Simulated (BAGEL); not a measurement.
**AlGeNH4O (SMILES [NH2][GeH]1[O][AlH]1): PBE0/6-31G(d) (density fitting with cc-pvqz-jkfit, spherical functions)**

What is the energy change on altering one bond length of AlGeNH4O at PBE0/6-31G* (density fitting with cc-pvqz-jkfit, spherical functions)? 

Program for the calculation: BAGEL 1.2.2.

4 further runs of the same task are left out: 4 set aside as unsound or not needed.

## (1) The system as given

AlGeNH4O has 8 atoms, charge 0, and is taken as a singlet. As SMILES, `[NH2][GeH]1[O][AlH]1`. The shape is that of a PBE0-D4/def2-TZVP optimisation. This is one conformer, not always the lowest.

Bond lengths: N1–Ge2 1.822 Å, Ge2–O3 1.896 Å, Ge2–Al4 2.331 Å, O3–Al4 1.699 Å, N1–H5 1.009 Å, N1–H6 1.008 Å, Ge2–H7 1.543 Å, Al4–H8 1.577 Å. Some angles: N1–Ge2–O3 114.7°, N1–Ge2–Al4 126.9°, O3–Ge2–Al4 46.0°, Ge2–O3–Al4 80.7°, Ge2–Al4–O3 53.4°, N1–Ge2–H7 103.9°, O3–Ge2–H7 108.8°, Al4–Ge2–H7 128.4°, Ge2–N1–H5 116.8°, Ge2–N1–H6 117.5°.

## (2) A single-point energy at PBE0/6-31G(d) (density fitting with cc-pvqz-jkfit, spherical functions)

dft.json

```json
{ "bagel": [

{
  "title": "molecule",
  "basis": "6-31gs.json",
  "df_basis": "cc-pvqz-jkfit",
  "angstrom": true,
  "geometry": [
    { "atom": "N", "xyz": [   -1.000700,    1.330400,    0.514400 ] },
    { "atom": "Ge", "xyz": [    0.239100,    0.000100,    0.626900 ] },
    { "atom": "O", "xyz": [    1.177500,   -0.346000,   -0.983500 ] },
    { "atom": "Al", "xyz": [    0.431500,   -1.856900,   -0.769100 ] },
    { "atom": "H", "xyz": [   -0.662600,    2.276400,    0.611900 ] },
    { "atom": "H", "xyz": [   -1.682100,    1.271200,   -0.226100 ] },
    { "atom": "H", "xyz": [    1.237900,    0.511900,    1.685400 ] },
    { "atom": "H", "xyz": [    0.351700,   -3.244100,   -1.515600 ] }
  ]
},
{ "title": "ks", "xc_func": "pbe0" },
{ "title": "print", "file": "orbitals.molden", "orbitals": true }

]}
```

The basis set 6-31G* is read from a file made from the Basis Set Exchange's data (not shown).

The run is started by

```console
$ BAGEL_NUM_THREADS=1 BAGEL dft.json > dft.out
```

The program printed:

```text
* using 1 threads per process

  ===============================================================
  ===============================================================

  *** Geometry ***

  { "atom" : "N", "xyz" : [     -1.891049,      2.514092,      0.972075 ] },
  { "atom" : "Ge", "xyz" : [      0.451834,      0.000189,      1.184669 ] },
  { "atom" : "O", "xyz" : [      2.225153,     -0.653845,     -1.858546 ] },
  { "atom" : "Al", "xyz" : [      0.815417,     -3.509032,     -1.453388 ] },
  { "atom" : "H", "xyz" : [     -1.252133,      4.301773,      1.156323 ] },
  { "atom" : "H", "xyz" : [     -3.178708,      2.402220,     -0.427267 ] },
  { "atom" : "H", "xyz" : [      2.339292,      0.967351,      3.184944 ] },
  { "atom" : "H", "xyz" : [      0.664617,     -6.130461,     -2.864069 ] },

  Number of auxiliary basis functions:      782

  Since a DF basis is specified, we compute 2- and 3-index integrals:
    o Being stored without compression. Storage requirement is 0.046 GB

  Number of basis functions:       86
  Number of electrons      :       64

    * METHOD: MOLECULE                             0.65

  *** Kohn-Sham DFT ***

    * Removing 14405 points whose weight is below 1.00e-10
    * Grid points: 104843

  === Nuclear Repulsion ===
   340.2933502514

       - DIIS with orbital gradients will be used.

  === KS iteration (pbe0 / 6-31gs.json) ===
      0      -2356.69822480          0.10446534           0.59
      1      -2162.33366271          0.20320299           0.41
      2      -2283.85600254          0.15643230           0.38
      3      -2406.51625741          0.12416853           0.41
      4      -2414.59633390          0.14219988           0.40
      5      -2449.51189722          0.04736816           0.41
      6      -2448.67043854          0.06268790           0.38
      7      -2450.84659562          0.01662114           0.38
      8      -2450.73338408          0.01909504           0.38
      9      -2450.92028336          0.01306059           0.39
     10      -2451.00444214          0.00201896           0.40
     11      -2451.00718328          0.00055022           0.40
     12      -2451.00733629          0.00022439           0.40
     13      -2451.00735952          0.00003544           0.40
     14      -2451.00736006          0.00001690           0.41
     15      -2451.00736018          0.00000696           0.41
     16      -2451.00736020          0.00000132           0.40
     17      -2451.00736020          0.00000069           0.40
     18      -2451.00736020          0.00000029           0.40
     19      -2451.00736020          0.00000019           0.41
     20      -2451.00736020          0.00000005           0.41
     21      -2451.00736020          0.00000002           0.41
     22      -2451.00736020          0.00000001           0.41
    * SCF iteration converged.

    * Permanent dipole moment:
           (    0.440113,     0.269552,     0.060619) a.u.

    * METHOD: KS                                   9.85

    * METHOD: PRINT                                0.01

  ===============================================================
```

Run time: 11 s. Hardware: 1 thread of Intel Xeon 6975P-C (Granite Rapids), shared host; peak memory 0.49 GiB.

## (3) The distorted shape

dft.json

```json
{ "bagel" : [

{
  "title" : "molecule",
  "basis" : "6-31gs.json",
  "df_basis" : "cc-pvqz-jkfit",
  "angstrom" : true,
  "geometry" : [
    { "atom" : "N", "xyz" : [      -1.169755,       0.857386,       0.465649 ] },
    { "atom" : "Ge", "xyz" : [       0.070045,      -0.472914,       0.578149 ] },
    { "atom" : "O", "xyz" : [       1.008445,      -0.819014,      -1.032251 ] },
    { "atom" : "Al", "xyz" : [       0.262445,      -2.329914,      -0.817851 ] },
    { "atom" : "H", "xyz" : [      -0.662600,       2.276400,       0.611900 ] },
    { "atom" : "H", "xyz" : [      -1.851155,       0.798186,      -0.274851 ] },
    { "atom" : "H", "xyz" : [       1.068845,       0.038886,       1.636649 ] },
    { "atom" : "H", "xyz" : [       0.182645,      -3.717114,      -1.564351 ] }
  ]
},

{ "title" : "ks", "xc_func" : "pbe0", "charge" : 0 },

{ "title" : "print", "file" : "orbitals.molden", "orbitals" : true }

]}
```

The basis set 6-31G* is read from a file made from the Basis Set Exchange's data (not shown).

The run is started by

```console
$ BAGEL_NUM_THREADS=1 BAGEL dft.json > dft.out
```

The program printed:

```text
* using 1 threads per process

  ===============================================================
  ===============================================================

  *** Geometry ***

  { "atom" : "N", "xyz" : [     -2.210517,      1.620225,      0.879949 ] },
  { "atom" : "Ge", "xyz" : [      0.132366,     -0.893678,      1.092543 ] },
  { "atom" : "O", "xyz" : [      1.905685,     -1.547712,     -1.950672 ] },
  { "atom" : "Al", "xyz" : [      0.495949,     -4.402899,     -1.545514 ] },
  { "atom" : "H", "xyz" : [     -1.252133,      4.301773,      1.156323 ] },
  { "atom" : "H", "xyz" : [     -3.498176,      1.508353,     -0.519393 ] },
  { "atom" : "H", "xyz" : [      2.019824,      0.073484,      3.092818 ] },
  { "atom" : "H", "xyz" : [      0.345149,     -7.024327,     -2.956195 ] },

  Number of auxiliary basis functions:      782

  Since a DF basis is specified, we compute 2- and 3-index integrals:
    o Being stored without compression. Storage requirement is 0.046 GB

  Number of basis functions:       86
  Number of electrons      :       64

    * METHOD: MOLECULE                             0.62

  *** Kohn-Sham DFT ***

    * Removing 13840 points whose weight is below 1.00e-10
    * Grid points: 105408

  === Nuclear Repulsion ===
   337.7972569931

       - DIIS with orbital gradients will be used.

  === KS iteration (pbe0 / 6-31gs.json) ===
      0      -2357.31608432          0.10414834           0.61
      1      -2163.73611631          0.20379431           0.42
      2      -2284.17959209          0.15744504           0.43
      3      -2407.47068658          0.12499288           0.42
      4      -2418.55175483          0.12767682           0.45
      5      -2449.04801578          0.04892656           0.41
      6      -2449.52950709          0.05070691           0.40
      7      -2450.71311280          0.02070649           0.41
      8      -2450.79973117          0.01239975           0.41
      9      -2450.91752801          0.00318909           0.40
     10      -2450.92317246          0.00088590           0.40
     11      -2450.92371582          0.00030794           0.40
     12      -2450.92376363          0.00010729           0.40
     13      -2450.92376748          0.00007346           0.41
     14      -2450.92377005          0.00001206           0.39
     15      -2450.92377012          0.00000688           0.40
     16      -2450.92377014          0.00000223           0.40
     17      -2450.92377014          0.00000047           0.40
     18      -2450.92377014          0.00000024           0.40
     19      -2450.92377014          0.00000016           0.40
     20      -2450.92377014          0.00000006           0.40
     21      -2450.92377014          0.00000001           0.40
     22      -2450.92377014          0.00000001           0.40
    * SCF iteration converged.

    * Permanent dipole moment:
           (    0.378521,     0.384689,     0.082534) a.u.

    * METHOD: KS                                  10.00

    * METHOD: PRINT                                0.01

  ===============================================================
```

Run time: 11 s. Hardware: 1 thread of Intel Xeon 6975P-C (Granite Rapids), shared host; peak memory 0.49 GiB.

## (4) Results

At PBE0/6-31G* (density fitting with cc-pvqz-jkfit, spherical functions):

```
                                                         quantity           value
                                        first shape: total energy  -2451.00736 Eh
                                       first shape: dipole moment          1.32 D
                                         first shape: HOMO energy        -6.17 eV
                                         first shape: LUMO energy        -1.20 eV
                                       first shape: HOMO–LUMO gap         4.98 eV
                                    distorted shape: total energy  -2450.92377 Eh
                                   distorted shape: dipole moment          1.39 D
                                     distorted shape: HOMO energy        -6.23 eV
                                     distorted shape: LUMO energy        -1.50 eV
                                   distorted shape: HOMO–LUMO gap         4.73 eV
energy change with the N1–H5 bond stretched from 1.009 to 1.514 Å        2.275 eV
```

What this shows: With the N1–H5 bond stretched from 1.009 to 1.514 Å the energy rises by 2.27 eV (219 kJ/mol). The first shape isn't relaxed at this level, so the change isn't measured from a minimum.
